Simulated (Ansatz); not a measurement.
# AlAsH3 (quartet): wave-function methods side by side, cc-pVDZ

An exercise on one series of results from a longer session: the logs are not shown, and one member is left open.

Method: cc-pVDZ, core rule «outside noble gas», up to 19 orbitals frozen; program: Ansatz 0.2.0, Gaussian basis.

The runs, in order: UHF; CCSD(T) on ROHF; CCSD(T) on UHF; BCCD(T) on ROHF; CISD; CCSDT(Q) on ROHF; CCSDT(Q) on UHF.

24 further runs of the same task are left out: 3 for a known fault of the program, 9 that didn't finish, 12 set aside as unsound or not needed.

### The system

The geometry is a PBE0/def2-TZVP stationary point (not a proven minimum) of the parent state, kept for this charge and spin. No spin-orbit coupling is included. The filled d shell of As may be among the frozen orbitals whatever the setting's name suggests; the logs give the count.

5 atoms, charge 0, spin multiplicity 4.

Atoms are counted from 1 here; the program's logs count them from 0.

Bond lengths: Al1–As2 2.440 Å, Al1–H3 1.587 Å, Al1–H4 1.587 Å, As2–H5 1.528 Å. Angles: As2–Al1–H3 121.9°, As2–Al1–H4 117.9°, H3–Al1–H4 120.2°, Al1–As2–H5 91.0°.

Geometry (Å):

```xyz
5
AlAsH3
Al    0.0000    0.0205    1.7508
As    0.0000   -0.0278   -0.6888
H     0.0000    1.3838    2.5631
H     0.0000   -1.3678    2.5199
H     0.0000    1.4995   -0.7468
```

Set-up of the first run:

The input, in.yaml:

```yaml
crystal:
  periodic: [false, false, false]
  atoms:
    - {symbol: Al, position_ang: [0.000000, 0.020463, 1.750773]}
    - {symbol: As, position_ang: [0.000000, -0.027757, -0.688843]}
    - {symbol: H, position_ang: [0.000000, 1.383794, 2.563130]}
    - {symbol: H, position_ang: [0.000000, -1.367803, 2.519896]}
    - {symbol: H, position_ang: [0.000000, 1.499472, -0.746751]}
basis:
  gaussian: {orbitals: cc-pVDZ}
magnetization: {spin_polarized: true, initial_magnetization: 3}
hamiltonian: {xc: hf}
output: {orbitals: {seedname: orbitals}}
```

Run with:

```
$ ansatz run in.yaml --threads 1 --pin off --events-out ev --progress --plain --max-ram 2393MiB
```

Among the steps run: UHF; CCSD(T) on ROHF; CCSD(T) on UHF; BCCD(T) on ROHF; CISD; CCSDT(Q) on ROHF; CCSDT(Q) on UHF.

One of the session's tables, all rows but one given; the rest of the session is left out.

It belongs to the step «Misses and costs». 

```
   method  from UCCSDT(Q) (kcal/mol)
     ROHF                    +125.15
      UHF                    +120.41
     RMP2                     +29.29
     UMP2                     +29.79
     CISD                     +13.51
    RCCSD                          ?
    UCCSD                      +3.91
 RCCSD(T)                      +1.12
 UCCSD(T)                      +0.94
  BCCD(T)                      +1.12
   RCCSDT                      +0.32
   UCCSDT                      +0.13
RCCSDT(Q)                      +0.19
UCCSDT(Q)                          0
```

Estimate the missing values for RCCSD.

As computed: from UCCSDT(Q) (kcal/mol): +4.18. In the column «from UCCSDT(Q) (kcal/mol)» it lies between UCCSD (+3.91) and CISD (+13.51).

Caveats from the session: Restricted and unrestricted rows rest on different reference determinants; where their highest levels disagree by more than a few hundredths of an eV, they describe different states and don't form one ladder.
